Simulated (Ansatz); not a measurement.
# CH₁₀N₂Si₂: one species, many methods

One table from this session's results is given with a row withheld; the runs are named, their logs left out.

Computed with Ansatz 0.2.0, Gaussian basis. Level: functionals in def2-TZVPP, the program's frozen cores in correlated methods.

Plan: PBE-D4, r2SCAN-D4, PBE0-D4, B3LYP-D4, ωB97X-V, ωB97M-V, B2PLYP; CCSD(T)/def2-TZVPP; MP2/def2-QZVPP; extrapolation to the limit.

**The relaxed structure**

An earlier PBE0-D4 in a triple-zeta def2 set relaxation fixed the geometry.

SMILES `N[SiH2]C[SiH2]N`, 15 atoms, charge 0, spin multiplicity 1.

Atoms are counted from 1 here; the program's logs count them from 0.

Bond lengths: N1–Si2 1.724 Å, N1–H6 1.008 Å, N1–H7 1.008 Å, Si2–C3 1.865 Å, Si2–H8 1.489 Å, Si2–H9 1.495 Å, C3–Si4 1.865 Å, C3–H10 1.095 Å, C3–H11 1.095 Å, Si4–N5 1.724 Å, Si4–H12 1.489 Å, Si4–H13 1.495 Å, N5–H14 1.008 Å, N5–H15 1.008 Å. Angles: Si2–N1–H6 119.6°, Si2–N1–H7 118.9°, H6–N1–H7 110.4°, N1–Si2–C3 110.0°, N1–Si2–H8 105.9°, N1–Si2–H9 114.9°, C3–Si2–H8 111.7°, C3–Si2–H9 107.1°, H8–Si2–H9 107.1°, Si2–C3–Si4 113.6°, Si2–C3–H10 109.1°, Si2–C3–H11 108.4°, Si4–C3–H10 108.4°, Si4–C3–H11 109.1°, H10–C3–H11 108.1°, C3–Si4–N5 110.0°, C3–Si4–H12 111.7°, C3–Si4–H13 107.1° and more.

Set-up of the first run:

Input file in.yaml:

```yaml
crystal:
  periodic: [false, false, false]
  atoms:
    - {symbol: N, position_ang: [-1.608991, 1.379184, 2.094153]}
    - {symbol: Si, position_ang: [-1.212286, 0.023589, 1.105847]}
    - {symbol: C, position_ang: [0.334516, 0.378133, 0.125231]}
    - {symbol: Si, position_ang: [0.569302, -0.755463, -1.337561]}
    - {symbol: N, position_ang: [2.208728, -0.703725, -1.867999]}
    - {symbol: H, position_ang: [-0.932362, 1.728289, 2.754728]}
    - {symbol: H, position_ang: [-2.539414, 1.448237, 2.475227]}
    - {symbol: H, position_ang: [-2.388258, -0.194475, 0.219338]}
    - {symbol: H, position_ang: [-0.979461, -1.251856, 1.850062]}
    - {symbol: H, position_ang: [1.205195, 0.280067, 0.782649]}
    - {symbol: H, position_ang: [0.290805, 1.414030, -0.228173]}
    - {symbol: H, position_ang: [0.298911, -2.175709, -0.982382]}
    - {symbol: H, position_ang: [-0.438907, -0.359706, -2.367956]}
    - {symbol: H, position_ang: [2.550782, -1.440152, -2.464947]}
    - {symbol: H, position_ang: [2.619641, 0.178957, -2.128918]}
basis:
  gaussian: {orbitals: def2-TZVPP}
hamiltonian: {xc: pbe, dispersion: d4}
output: {forces: true, orbitals: {seedname: orbitals}}
```

The run is started by

```console
ansatz run in.yaml --threads 2 --pin off --events-out ev --progress --plain --max-ram 22528MiB --backend cuda --devices 0, --max-vram 18GiB
```

Among the steps run: PBE-D4 (GGA); r2SCAN-D4 (meta-GGA); PBE0-D4 (hybrid); B3LYP-D4 (hybrid); ωB97X-V (range-separated); ωB97M-V (range-separated); B2PLYP (double hybrid); CCSD(T) in def2-TZVPP; MP2 in def2-QZVPP.

One of the session's tables, all rows but one given; the rest of the session is left out.

```
            method  atomisation energy (eV)
            PBE-D4                   53.569
         r2SCAN-D4                        ?
           PBE0-D4                   52.989
          B3LYP-D4                   53.460
           ωB97X-V                   53.667
           ωB97M-V                   53.568
            B2PLYP                   52.715
     HF/def2-TZVPP                   38.622
    MP2/def2-TZVPP                   52.044
   CCSD/def2-TZVPP                   51.228
CCSD(T)/def2-TZVPP                   51.843
           MP2/CBS                   53.605
       CCSD(T)/CBS                   53.404
```

Estimate the missing values for r2SCAN-D4.

As computed: atomisation energy (eV): 53.093. In the column «atomisation energy (eV)» it lies between PBE0-D4 (52.989) and CCSD(T)/CBS (53.404).

To keep in mind: Free atoms (2 N, 2 Si, 1 C, 10 H) were run apart at each level; the atomisation energy is their sum less the molecule, without zero-point or spin-orbit terms.
